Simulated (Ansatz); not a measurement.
# IrRu4: the cost of one run

Computed with Ansatz 0.2.0 (DFT PBE, scalar-relativistic, plane waves, PAW, unless a step's input says otherwise).

1 further run of the same task is left out (it didn't finish). Runs told in other sessions of the task aren't counted.

**1. The system as given**

Symmetry: I4/m, No. 87, tetragonal system. Conventional cell: a = 6.042 Å, b = 6.042 Å, c = 3.821 Å, α = 90.00°, β = 90.00°, γ = 90.00°. Ru (site symmetry m) has 9 Ru at 2.67 to 2.72 Å and 3 Ir at 2.70 to 2.71 Å in its first shell of neighbours. Around Ir (site symmetry 4/m) lie 12 Ru at 2.70 to 2.71 Å.

Structure file:

```
Ru Ir
1.0
    -3.02075    3.02075    1.91052
     3.02075   -3.02075    1.91052
     3.02075    3.02075   -1.91052
Ru Ir
4 1
Direct
  0.90155 0.69795 0.59950
  0.30205 0.90155 0.20360
  0.69795 0.09845 0.79640
  0.09845 0.30205 0.40050
  0.50000 0.50000 0.00000
```

It is the end of an earlier relaxation with the same method, from a generated guess; it needn't be the stable form of this composition. At a tolerance of 0.05 Å it has space group I4/m (No. 87); it has 13.95 Å³/atom, an uncorrected energy of +0.04 eV/atom over the elements.

**2. Bands, states and charges**

input.yaml

```yaml
crystal:
  lattice:
    - [-3.0207501, 3.0207501, 1.9105151]
    - [3.0207501, -3.0207501, 1.9105151]
    - [3.0207501, 3.0207501, -1.9105151]
  atoms:
    - { symbol: Ru, position: [0.901549, 0.69795, 0.599499] }
    - { symbol: Ru, position: [0.30205, 0.901549, 0.203599] }
    - { symbol: Ru, position: [0.69795, 0.098451, 0.796401] }
    - { symbol: Ru, position: [0.098451, 0.30205, 0.400501] }
    - { symbol: Ir, position: [0.5, 0.5, 0.0] }
basis:
  ecutwfc: 420
kpoints:
  mp_grid: { grid: [12, 12, 12] }
  band_path:
    path:
      - [[0.0, 0.0, 0.0], [-0.5, 0.5, 0.0], [-0.5, 0.5, 0.5], [0.0, 0.0, 0.0], [-0.35000262, -0.35000262, 0.35000262]]
      - [[-0.64999738, 0.35000262, 0.64999738], [-0.5, 0.5, 0.5]]
      - [[-0.5, 0.5, 0.0], [-0.75, 0.25, 0.25], [-0.5, 0.0, 0.5], [0.0, 0.0, 0.0]]
    npoints: 14
hamiltonian:
  xc: pbe
scf:
  occupations: { method: gaussian, width: 0.1 }
  n_extra_bands: 12
output:
  forces: true
  stress: true
  eigenvalues: true
  populations: true
  dos: { projected: true, de: 0.02, nscf_kmesh: { grid: [15, 15, 15] } }
  bader: true
```

Run with:

```sh
ansatz run input.yaml --threads 1 --pin off --max-ram 3072MiB --backend cpu --events-out ev --progress --plain --runs-dir out
```

What time and memory should one allow on 1 thread of AMD EPYC 7R43 (Zen 3), shared host?

About 3.2 min, with a peak of 1.2 GiB.
